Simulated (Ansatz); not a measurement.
# CH₆BFGe: an energy map over angle C1–B2–Ge3 and dihedral C1–B2–Ge3–F4

Aim: map the energy of CH₆BFGe, SMILES C[BH][GeH2][F] over two coordinates, and find its wells, ridges and stiffness.

Computed with Ansatz 0.2.0. Level: RKS CAM-B3LYP-D4/def2-SVP.

**1. The starting structure**

10 atoms, charge 0, spin multiplicity 1.

Atoms are counted from 1 here; the program's logs count them from 0.

Bond lengths: C1–B2 1.556 Å, C1–H5 1.107 Å, C1–H6 1.121 Å, C1–H7 1.110 Å, B2–Ge3 2.068 Å, B2–H8 1.218 Å, Ge3–F4 1.773 Å, Ge3–H9 1.561 Å, Ge3–H10 1.560 Å. Angles: B2–C1–H5 117.7°, B2–C1–H6 102.5°, B2–C1–H7 113.8°, H5–C1–H6 106.8°, H5–C1–H7 110.3°, H6–C1–H7 104.3°, C1–B2–Ge3 121.6°, C1–B2–H8 119.8°, Ge3–B2–H8 118.5°, B2–Ge3–F4 110.9°, B2–Ge3–H9 112.5°, B2–Ge3–H10 114.2°, F4–Ge3–H9 105.2°, F4–Ge3–H10 105.2°, H9–Ge3–H10 108.2°.

Geometry (Å):

```
C    -1.3438    0.7492   -0.4309
B    -0.4576   -0.5185   -0.2593
Ge    1.4260   -0.4183    0.5880
F     2.2691   -1.9710    0.4409
H    -1.0524    1.6596    0.1269
H    -1.2226    0.9835   -1.5209
H    -2.4302    0.5549   -0.3119
H    -0.8545   -1.5944   -0.6691
H     1.3765   -0.1223    2.1203
H     2.3725    0.6261   -0.0810
```

This geometry comes from a loose relaxation at PBE in a small basis, which is not shown.

**2. Relaxing the molecule**

Input file input.yaml:

```yaml
crystal:
  periodic: [false, false, false]
  atoms:
    - { symbol: C, position_ang: [-1.343792, 0.74919, -0.430869] }
    - { symbol: B, position_ang: [-0.457587, -0.518451, -0.259302] }
    - { symbol: Ge, position_ang: [1.425974, -0.418301, 0.587967] }
    - { symbol: F, position_ang: [2.269144, -1.971031, 0.440876] }
    - { symbol: H, position_ang: [-1.052353, 1.659639, 0.126899] }
    - { symbol: H, position_ang: [-1.222577, 0.983539, -1.520859] }
    - { symbol: H, position_ang: [-2.430248, 0.554861, -0.311895] }
    - { symbol: H, position_ang: [-0.854492, -1.594435, -0.669083] }
    - { symbol: H, position_ang: [1.376516, -0.122311, 2.120252] }
    - { symbol: H, position_ang: [2.372514, 0.626099, -0.080986] }
basis:
  gaussian: { orbitals: def2-SVP }
hamiltonian:
  xc: { name: CAM-B3LYP }
  dispersion: d4
output:
  forces: true
relax:
  f_tol: 0.003
  max_steps: 120
```

Launch:

```
ansatz run input.yaml --threads 1 --pin off --max-ram 2560MiB --backend cpu --events-out ev --progress --plain --runs-dir out
```

Log, shortened:

```text
Warning: RAYON_NUM_THREADS=1 ignored (pool sized by the plan → 1); use --threads N
[...]
Functional definition: CAM-B3LYP
[...]
1132 factors; integrals over basis functions are off by at most 3.6e-4 eV
331 factors; integrals over basis functions are off by at most 1.0e-6 eV
[...]
mean field -61037.28366989 eV, -2243.0788023117 hartree, gradient 7.8e-5 eV, S^2 0.000000; 0 other end points of the search recorded, 0 dependent functions left out
[...]
reference -61037.28379533 eV, -2243.0788069214 hartree; 29, 29 occupied and 75, 75 virtual orbitals, 1132 factors
relax step   1: F+E_penalty+E_count = -61037.42044531 eV  Δ(F+E_penalty+E_count) = +0.000e0 eV  max|allowed force component| = 5.577e-1 eV/Å  Δτ_max = 0.0000 Å  (26 SCF iters, accepted)
[...]
relax step   3: F+E_penalty+E_count = -61037.44201093 eV  Δ(F+E_penalty+E_count) = -2.024e-3 eV  max|allowed force component| = 3.623e-2 eV/Å  Δτ_max = 0.0106 Å  (32 SCF iters, accepted)
[...]
relax step   5: F+E_penalty+E_count = -61037.44233598 eV  Δ(F+E_penalty+E_count) = -4.799e-5 eV  max|allowed force component| = 8.349e-3 eV/Å  Δτ_max = 0.0079 Å  (27 SCF iters, accepted)
[...]
relax step   7: F+E_penalty+E_count = -61037.44237766 eV  Δ(F+E_penalty+E_count) = -2.064e-5 eV  max|allowed force component| = 5.828e-3 eV/Å  Δτ_max = 0.0103 Å  (25 SCF iters, accepted)
[...]
relax step  10: F+E_penalty+E_count = -61037.44239148 eV  Δ(F+E_penalty+E_count) = -2.128e-6 eV  max|allowed force component| = 2.419e-3 eV/Å  Δτ_max = 0.0053 Å  (26 SCF iters, accepted)
1132 factors; integrals over basis functions are off by at most 3.4e-4 eV
331 factors; integrals over basis functions are off by at most 9.9e-7 eV
mean field -61037.30526679 eV, -2243.0795959829 hartree, gradient 1.3e-5 eV, S^2 0.000000; 1 other end points of the search recorded, 0 dependent functions left out
[...]
reference -61037.30539212 eV, -2243.0796005888 hartree; 29, 29 occupied and 75, 75 virtual orbitals, 1132 factors
Total energy: -61037.44251681 eV, -2243.0846398282 hartree
Atom 0 at    -1.338960     0.747142    -0.438785 Å, force    -0.001497     0.001319    -0.000035 eV/Å
Atom 1 at    -0.442120    -0.510026    -0.268062 Å, force     0.000118     0.000870    -0.001798 eV/Å
Atom 2 at     1.425043    -0.411183     0.594013 Å, force     0.002419    -0.001684     0.001867 eV/Å
Atom 3 at     2.230135    -1.959384     0.458848 Å, force    -0.000454     0.000332    -0.000190 eV/Å
Atom 4 at    -1.053073     1.646296     0.124651 Å, force     0.000244    -0.000191     0.000293 eV/Å
Atom 5 at    -1.250541     0.994456    -1.517745 Å, force     0.000554    -0.000232     0.000119 eV/Å
Atom 6 at    -2.408227     0.531882    -0.285900 Å, force    -0.000130    -0.000502     0.000100 eV/Å
Atom 7 at    -0.828644    -1.573458    -0.687235 Å, force     0.000013    -0.000463     0.000561 eV/Å
Atom 8 at     1.374868    -0.113431     2.105459 Å, force    -0.000959     0.000077     0.000661 eV/Å
Atom 9 at     2.374616     0.596506    -0.082244 Å, force    -0.000308     0.000474    -0.001577 eV/Å
Dipole moment:    -0.473253     0.481605    -0.104770 e Å
```

Wall time 59 s (1 thread of Arm Neoverse V2, shared host); peak memory 0.27 GiB.

Step by step:

```csv
step,energy from step 1 (eV),largest force component (eV/Å)
1,0.0000,0.5577
2,-0.0195,0.2614
3,-0.0216,0.0362
4,-0.0218,0.0071
5,-0.0219,0.0083
6,-0.0219,0.0053
7,-0.0219,0.0058
8,-0.0219,0.0198
9,-0.0219,0.0026
10,-0.0219,0.0024
```

Distances of close pairs at the start and the end, largest changes first:

```csv
bond,before (Å),after (Å),change (Å)
Ge3–F4,1.773,1.750,-0.023
Ge3–H9,1.561,1.541,-0.020
Ge3–H10,1.560,1.541,-0.019
B2–H8,1.218,1.207,-0.011
C1–H6,1.121,1.110,-0.011
B2–Ge3,2.068,2.059,-0.009
C1–H7,1.110,1.101,-0.009
C1–H5,1.107,1.099,-0.008
```

**3. Plan of the scan**

First coordinate, angle C1–B2–Ge3: 9 values from 77.0 to 167.0 °. Second coordinate, dihedral C1–B2–Ge3–F4: 10 values from −180 to 144 °, periodic.

Nothing else is relaxed (all other coordinates rigid). Energies count from the relaxed molecule at the same level. Points are written as (first, second).

Below, 3 of the grid's runs; all are launched alike.

**4. Grid point (88.3°, −36°)**

Input file input.yaml:

```yaml
crystal:
  periodic: [false, false, false]
  atoms:
    - { symbol: C, position_ang: [-0.576266, 1.021411, -0.04302] }
    - { symbol: B, position_ang: [-0.44212, -0.510026, -0.268062] }
    - { symbol: Ge, position_ang: [1.425043, -0.411183, 0.594013] }
    - { symbol: F, position_ang: [2.210062, 1.089613, 0.152737] }
    - { symbol: H, position_ang: [0.146292, 1.492536, 0.637878] }
    - { symbol: H, position_ang: [-0.40816, 1.455793, -1.051081] }
    - { symbol: H, position_ang: [-1.600106, 1.324471, 0.227071] }
    - { symbol: H, position_ang: [-0.828644, -1.573458, -0.687235] }
    - { symbol: H, position_ang: [2.373966, -1.522095, 0.10303] }
    - { symbol: H, position_ang: [1.40464, -0.4167, 2.134793] }
basis:
  gaussian: { orbitals: def2-SVP }
hamiltonian:
  xc: { name: CAM-B3LYP }
  dispersion: d4
output:
  forces: true
```

Launch:

```
ansatz run input.yaml --threads 1 --pin off --max-ram 2560MiB --backend cpu --events-out ev --progress --plain --runs-dir out
```

Log, shortened:

```text
Warning: RAYON_NUM_THREADS=1 ignored (pool sized by the plan → 1); use --threads N
[...]
[... 1 set-up line as earlier in the session ...]
[...]
1044 factors; integrals over basis functions are off by at most 1.4e-3 eV
304 factors; integrals over basis functions are off by at most 1.1e-5 eV
[...]
mean field -61036.12477339 eV, -2243.0362136507 hartree, gradient 6.9e-5 eV, S^2 0.000000; 0 other end points of the search recorded, 0 dependent functions left out
[...]
reference -61036.12489495 eV, -2243.0362181182 hartree; 29, 29 occupied and 75, 75 virtual orbitals, 1044 factors
Total energy: -61036.27397302 eV, -2243.0416966362 hartree
Atom 0 at    -0.576266     1.021411    -0.043020 Å, force    -2.541921     0.438759    -0.810437 eV/Å
Atom 1 at    -0.442120    -0.510026    -0.268062 Å, force     2.357183     0.289566     1.119442 eV/Å
Atom 2 at     1.425043    -0.411183     0.594013 Å, force     0.935931    -2.295546    -0.015828 eV/Å
Atom 3 at     2.210062     1.089613     0.152737 Å, force     0.019339     0.123133    -0.057459 eV/Å
Atom 4 at     0.146292     1.492536     0.637878 Å, force    -0.316739     0.122066    -0.174319 eV/Å
Atom 5 at    -0.408160     1.455793    -1.051081 Å, force     0.061528     0.111003     0.047001 eV/Å
Atom 6 at    -1.600106     1.324471     0.227071 Å, force    -0.109262     0.333420    -0.037995 eV/Å
Atom 7 at    -0.828644    -1.573458    -0.687235 Å, force    -0.817866     0.663567    -0.168440 eV/Å
Atom 8 at     2.373966    -1.522095     0.103030 Å, force     0.481368     0.085754     0.094973 eV/Å
Atom 9 at     1.404640    -0.416700     2.134793 Å, force    -0.069562     0.128278     0.003061 eV/Å
Dipole moment:    -0.524255    -0.131434    -0.030201 e Å
```

It took 5.6 s on 1 thread of Arm Neoverse V2, shared host; peak memory 0.24 GiB.

On the map this point reads 113 kJ/mol.

**5. The run at (122.0°, 0°)**

Input file input.yaml:

```yaml
crystal:
  periodic: [false, false, false]
  atoms:
    - { symbol: C, position_ang: [-1.338035, 0.747876, -0.43823] }
    - { symbol: B, position_ang: [-0.44212, -0.510026, -0.268062] }
    - { symbol: Ge, position_ang: [1.425043, -0.411183, 0.594013] }
    - { symbol: F, position_ang: [1.782108, 1.236893, 1.062754] }
    - { symbol: H, position_ang: [-1.05139, 1.646622, 0.125472] }
    - { symbol: H, position_ang: [-1.249581, 0.995492, -1.517118] }
    - { symbol: H, position_ang: [-2.407442, 0.533372, -0.285267] }
    - { symbol: H, position_ang: [-0.828644, -1.573458, -0.687235] }
    - { symbol: H, position_ang: [2.556483, -0.809168, -0.374024] }
    - { symbol: H, position_ang: [1.561852, -1.236217, 1.888251] }
basis:
  gaussian: { orbitals: def2-SVP }
hamiltonian:
  xc: { name: CAM-B3LYP }
  dispersion: d4
output:
  forces: true
```

Launch:

```
ansatz run input.yaml --threads 1 --pin off --max-ram 2560MiB --backend cpu --events-out ev --progress --plain --runs-dir out
```

Log, shortened:

```text
Warning: RAYON_NUM_THREADS=1 ignored (pool sized by the plan → 1); use --threads N
[...]
[... 1 set-up line as earlier in the session ...]
[...]
1044 factors; integrals over basis functions are off by at most 1.5e-3 eV
304 factors; integrals over basis functions are off by at most 1.1e-5 eV
[...]
mean field -61037.34376643 eV, -2243.0810108189 hartree, gradient 8.6e-5 eV, S^2 0.000000; 0 other end points of the search recorded, 0 dependent functions left out
[...]
reference -61037.34389227 eV, -2243.0810154434 hartree; 29, 29 occupied and 75, 75 virtual orbitals, 1044 factors
Total energy: -61037.48348904 eV, -2243.0861455299 hartree
Atom 0 at    -1.338035     0.747876    -0.438230 Å, force    -0.050340    -0.024511     0.003415 eV/Å
Atom 1 at    -0.442120    -0.510026    -0.268062 Å, force    -0.055799     0.294999     0.118053 eV/Å
Atom 2 at     1.425043    -0.411183     0.594013 Å, force     0.055460    -0.255082    -0.084511 eV/Å
Atom 3 at     1.782108     1.236893     1.062754 Å, force    -0.074376     0.078994    -0.007456 eV/Å
Atom 4 at    -1.051390     1.646622     0.125472 Å, force     0.089798    -0.069789     0.000457 eV/Å
Atom 5 at    -1.249581     0.995492    -1.517118 Å, force    -0.003316     0.005558    -0.017050 eV/Å
Atom 6 at    -2.407442     0.533372    -0.285267 Å, force    -0.017305    -0.017460    -0.030845 eV/Å
Atom 7 at    -0.828644    -1.573458    -0.687235 Å, force     0.039383    -0.060452    -0.003221 eV/Å
Atom 8 at     2.556483    -0.809168    -0.374024 Å, force     0.023585     0.026417     0.022709 eV/Å
Atom 9 at     1.561852    -1.236217     1.888251 Å, force    -0.007089     0.021326    -0.001551 eV/Å
Dipole moment:    -0.358683    -0.270002    -0.236008 e Å
```

Wall time 5.3 s (1 thread of Arm Neoverse V2, shared host); peak memory 0.24 GiB.

Energy on the map's scale: −4.0 kJ/mol.

**6. Grid point (133.3°, 144°)**

Input file input.yaml:

```yaml
crystal:
  periodic: [false, false, false]
  atoms:
    - { symbol: C, position_ang: [-1.536521, 0.552239, -0.564403] }
    - { symbol: B, position_ang: [-0.44212, -0.510026, -0.268062] }
    - { symbol: Ge, position_ang: [1.425043, -0.411183, 0.594013] }
    - { symbol: F, position_ang: [1.726774, -1.85445, 1.537044] }
    - { symbol: H, position_ang: [-1.434042, 1.528083, -0.069532] }
    - { symbol: H, position_ang: [-1.449708, 0.728212, -1.657396] }
    - { symbol: H, position_ang: [-2.557239, 0.163828, -0.421879] }
    - { symbol: H, position_ang: [-0.828644, -1.573458, -0.687235] }
    - { symbol: H, position_ang: [1.567307, 0.757493, 1.5888] }
    - { symbol: H, position_ang: [2.581472, -0.345529, -0.422261] }
basis:
  gaussian: { orbitals: def2-SVP }
hamiltonian:
  xc: { name: CAM-B3LYP }
  dispersion: d4
output:
  forces: true
```

Launch:

```
ansatz run input.yaml --threads 1 --pin off --max-ram 2560MiB --backend cpu --events-out ev --progress --plain --runs-dir out
```

Log, shortened:

```text
Warning: RAYON_NUM_THREADS=1 ignored (pool sized by the plan → 1); use --threads N
[...]
[... 1 set-up line as earlier in the session ...]
[...]
1043 factors; integrals over basis functions are off by at most 1.3e-3 eV
304 factors; integrals over basis functions are off by at most 1.2e-5 eV
[...]
mean field -61037.18095432 eV, -2243.0750275841 hartree, gradient 1.9e-5 eV, S^2 0.000000; 0 other end points of the search recorded, 0 dependent functions left out
[...]
reference -61037.18108079 eV, -2243.0750322318 hartree; 29, 29 occupied and 75, 75 virtual orbitals, 1043 factors
Total energy: -61037.31569144 eV, -2243.0799790820 hartree
Atom 0 at    -1.536521     0.552239    -0.564403 Å, force     0.413869     0.633128     0.247303 eV/Å
Atom 1 at    -0.442120    -0.510026    -0.268062 Å, force    -0.819250    -0.570418    -0.350262 eV/Å
Atom 2 at     1.425043    -0.411183     0.594013 Å, force     0.035994     0.403421     0.064130 eV/Å
Atom 3 at     1.726774    -1.854450     1.537044 Å, force    -0.104521     0.007656    -0.081736 eV/Å
Atom 4 at    -1.434042     1.528083    -0.069532 Å, force    -0.055572     0.065436    -0.029388 eV/Å
Atom 5 at    -1.449708     0.728212    -1.657396 Å, force    -0.000681    -0.022082    -0.005414 eV/Å
Atom 6 at    -2.557239     0.163828    -0.421879 Å, force     0.073422    -0.069109     0.029592 eV/Å
Atom 7 at    -0.828644    -1.573458    -0.687235 Å, force     0.451278    -0.358216     0.102743 eV/Å
Atom 8 at     1.567307     0.757493     1.588800 Å, force     0.059010    -0.057001     0.046106 eV/Å
Atom 9 at     2.581472    -0.345529    -0.422261 Å, force    -0.053547    -0.032817    -0.023074 eV/Å
Dipole moment:    -0.333817     0.423845    -0.365179 e Å
```

It took 5.3 s on 1 thread of Arm Neoverse V2, shared host; peak memory 0.24 GiB.

Energy on the map's scale: 12 kJ/mol.

**7. All points together**

90 points were computed. Energies in kJ/mol, from the relaxed molecule at the same level:

| dihedral C1–B2–Ge3–F4 (°) ↓, angle C1–B2–Ge3 (°) → | 77.0 | 88.3 | 99.5 | 110.8 | 122.0 | 133.3 | 144.5 | 155.8 | 167.0 |
| --- | --- | --- | --- | --- | --- | --- | --- | --- | --- |
| 144 | 270 | 122 | 50 | 14 | 3 | 12 | 42 | 95 | 172 |
| 108 | 301 | 136 | 58 | 20 | 7 | 16 | 46 | 99 | 177 |
| 72 | 237 | 117 | 53 | 18 | 7 | 16 | 46 | 99 | 177 |
| 36 | 253 | 111 | 43 | 10 | 0 | 9 | 39 | 91 | 168 |
| 0 | 319 | 121 | 40 | 6 | −4 | 6 | 35 | 86 | 162 |
| −36 | 241 | 113 | 47 | 13 | 2 | 10 | 40 | 92 | 169 |
| −72 | 254 | 124 | 56 | 20 | 7 | 16 | 46 | 99 | 177 |
| −108 | 301 | 136 | 57 | 19 | 6 | 15 | 45 | 97 | 175 |
| −144 | 238 | 111 | 46 | 12 | 2 | 11 | 41 | 93 | 170 |
| −180 | 203 | 98 | 41 | 10 | 0 | 10 | 40 | 92 | 169 |

On the same grid, largest force on an atom (eV/Å):

| dihedral C1–B2–Ge3–F4 (°) ↓, angle C1–B2–Ge3 (°) → | 77.0 | 88.3 | 99.5 | 110.8 | 122.0 | 133.3 | 144.5 | 155.8 | 167.0 |
| --- | --- | --- | --- | --- | --- | --- | --- | --- | --- |
| 144 | 4.57 | 2.78 | 1.88 | 0.93 | 0.17 | 1.06 | 1.88 | 2.47 | 3.34 |
| 108 | 5.02 | 2.98 | 1.82 | 0.87 | 0.41 | 1.18 | 2.01 | 2.62 | 3.40 |
| 72 | 4.19 | 2.75 | 1.83 | 0.93 | 0.47 | 1.12 | 1.91 | 2.52 | 3.44 |
| 36 | 4.35 | 2.73 | 1.92 | 1.06 | 0.35 | 0.91 | 1.68 | 2.48 | 3.38 |
| 0 | 5.62 | 3.08 | 1.97 | 1.11 | 0.32 | 0.82 | 1.57 | 2.43 | 3.39 |
| −36 | 4.16 | 2.70 | 1.92 | 1.06 | 0.40 | 0.93 | 1.69 | 2.45 | 3.37 |
| −72 | 4.22 | 2.73 | 1.84 | 0.95 | 0.49 | 1.11 | 1.90 | 2.50 | 3.42 |
| −108 | 5.10 | 3.04 | 1.85 | 0.90 | 0.35 | 1.13 | 1.96 | 2.57 | 3.40 |
| −144 | 4.62 | 2.90 | 1.92 | 0.97 | 0.12 | 1.01 | 1.82 | 2.48 | 3.36 |
| −180 | 4.04 | 2.70 | 1.94 | 0.99 | 0.03 | 0.95 | 1.76 | 2.48 | 3.34 |

**8. Summary of results**

```
                       quantity                                                                     value
                   lowest point                                                 (122.0°, 0°), −4.0 kJ/mol
         highest computed point                                  (77.0°, 0°), 322 kJ/mol above the lowest
largest force on an atom (eV/Å)  0.03 at (122.0°, −180°) to 5.62 at (77.0°, 0°); 0.32 at the lowest point
        time for the whole task                                           10 min on 1 thread, shared host
```

**Reading.** The lowest computed point is at (122.0°, 0°), −4.0 kJ/mol from the relaxed molecule at the same level. The highest computed point, (77.0°, 0°), lies 322 kJ/mol above the lowest. Between some neighbouring points the energy changes steeply, from close contacts of the rigid frames or a change of state; the map doesn't tell which.
